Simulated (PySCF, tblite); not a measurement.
# C2H9ClO2Si3: geometry, infrared bands and NMR shifts

What infrared bands and NMR shifts should C2H9ClO2Si3 (`O=C([SiH3])O[Si@H]([SiH3])CCl`) show?

Programs: tblite 0.8.0 and PySCF 2.14.0, with density-fitted response routines of our own. Each step states its level of theory. These are calculated values for one molecule in the gas phase, unless marked as measured. Atoms count from 0, in the outputs and in this text.

**1. The molecule as given**

17 atoms, charge 0, multiplicity 1; geometry from: force field or distance geometry start.

Bonds of the start (Å): O0–C1 1.27, C1–Si2 1.86, C1–O3 1.37, O3–Si4 1.73, Si4–Si5 2.23, Si4–C6 1.85, C6–Cl7 1.78, Si2–H8 1.46, Si2–H9 1.47, Si2–H10 1.49, Si4–H11 1.50, Si5–H12 1.48, Si5–H13 1.45, Si5–H14 1.49, C6–H15 1.12, C6–H16 1.12.

**2. Geometry optimisation with GFN2-xTB**

What the job is given:

```
{"job": {"kind": "relax", "xc": "GFN2-xTB", "basis": "xTB"}, "charge": 0, "multiplicity": 1}
O      1.189600     0.687600     1.077900
C      1.481000    -0.229700     0.253600
Si     3.209700    -0.909100     0.303100
O      0.563000    -0.724700    -0.641500
Si    -1.069800    -0.174200    -0.741000
Si    -1.254800     2.027600    -0.468900
C     -2.243000    -1.037300     0.394700
Cl    -1.993800    -0.649600     2.109800
H      3.299700    -2.286200    -0.182200
H      3.791300    -0.834000     1.649800
H      4.090700    -0.109500    -0.586800
H     -1.541500    -0.456600    -2.132800
H     -2.572800     2.401700    -1.015800
H     -1.210300     2.442800     0.924400
H     -0.229800     2.738400    -1.277100
H     -3.284300    -0.731600     0.103500
H     -2.231500    -2.143500     0.219500
```

Started as:

```console
$ OMP_NUM_THREADS=1 python probes_run.py task.json out
```

One launch serves the whole session: the jobs run in the order shown.

**Question.** This job is followed by: GFN2-xTB harmonic vibrations, gas phase; GIAO PBE0/pcSseg-1 NMR shielding, non-relativistic, gas phase. What will the session give for the following? strongest single infrared mode (GFN2-xTB); zero-point energy (GFN2-xTB); ¹³C shifts against TMS (PBE0/pcSseg-1); ¹H shifts against TMS (PBE0/pcSseg-1, means over atoms taken as alike); ¹⁷O shifts against H2O (PBE0/pcSseg-1); ²⁹Si shifts against TMS (PBE0/pcSseg-1); ³⁵Cl shifts against HCl (PBE0/pcSseg-1).

As calculated:

| quantity | value |
| --- | --- |
| strongest single infrared mode (GFN2-xTB) | 2122 cm⁻¹, 379 km/mol |
| zero-point energy (GFN2-xTB) | 61.3 kcal/mol |
| ¹³C shifts against TMS (PBE0/pcSseg-1) | 190.7, 36.3 ppm |
| ¹H shifts against TMS (PBE0/pcSseg-1, means over atoms taken as alike) | 5.19, 4.15, 3.87, 3.49, 2.83 ppm |
| ¹⁷O shifts against H2O (PBE0/pcSseg-1) | 515.8, 245.1 ppm |
| ²⁹Si shifts against TMS (PBE0/pcSseg-1) | -8.1, -82.5, -122.7 ppm |
| ³⁵Cl shifts against HCl (PBE0/pcSseg-1) | 19 ppm |

In words: The optimisation took 115 steps and gained 0.798 eV; among the close pairs (by a distance rule), Si4–Si5 changed most, from 2.226 to 2.309 Å. The lowest mode is imaginary (53i cm⁻¹), so the xTB geometry is not a minimum. The strongest single mode, at 2122 cm⁻¹, moves mainly H12. GFN2-xTB is a fitted tight-binding method: band positions and strengths are rough. Its intensities can rank the bands wrongly. At PBE0/pcSseg-1: The largest span, 775 ppm, is at O0, where the paramagnetic term is -584 ppm.
